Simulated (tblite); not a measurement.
# C6H13BOSi: the cost of one run

Programs: tblite 0.8.0 and PySCF 2.14.0, with density-fitted response routines of our own. Each step states its level of theory. These are calculated values for one molecule in the gas phase, unless marked as measured. Atoms are numbered from 0 throughout.

**1. Starting geometry**

22 atoms, charge 0, multiplicity 1; geometry from: force field or distance geometry start.

Bonds of the start (Å): C0–C1 1.32, C1–B2 1.59, B2–O3 1.45, O3–Si4 1.71, C1–C5 1.46, C5–C6 1.52, C6–C7 1.52, C7–C8 1.53, C8–C5 1.48, C0–H9 1.10, C0–H10 1.10, B2–H11 1.20, Si4–H12 1.48, Si4–H13 1.48, Si4–H14 1.46, C5–H15 1.10, C6–H16 1.10, C6–H17 1.10, C7–H18 1.11, C7–H19 1.11, C8–H20 1.10, C8–H21 1.12.

**2. Geometry optimisation with GFN2-xTB**

The job: settings as JSON, then the geometry in Å.

```
{"job": {"kind": "relax", "xc": "GFN2-xTB", "basis": "xTB"}, "charge": 0, "multiplicity": 1}
C     -0.447200     2.158900     0.404600
C      0.002000     1.049300    -0.154300
B      1.568000     0.794800    -0.288100
O      2.447100     0.815400     0.864800
Si     3.722000    -0.319400     0.722800
C     -0.907600     0.006400    -0.634600
C     -1.079200    -1.229300     0.225400
C     -2.476600    -1.306500    -0.365700
C     -2.371100     0.208700    -0.505500
H      0.222100     2.947800     0.779700
H     -1.522700     2.349000     0.514200
H      1.945500     0.122500    -1.203200
H      5.039900     0.356800     0.810200
H      3.721100    -1.309600     1.818800
H      3.580400    -0.976600    -0.576500
H     -0.639800    -0.325200    -1.653900
H     -1.167200    -1.054800     1.304700
H     -0.396100    -2.023300    -0.111400
H     -2.416300    -1.836200    -1.340000
H     -3.262800    -1.657000     0.331900
H     -2.775500     0.754400     0.359700
H     -2.796600     0.493100    -1.496500
```

Launch:

```sh
$ OMP_NUM_THREADS=1 python probes_run.py task.json out
```

One launch serves the whole session: the jobs run in the order shown.

Q: Estimate the wall time and peak memory of this first job on 1 thread of Arm Neoverse N1, shared host.

About 3.1 s, with a peak of 0.18 GiB.
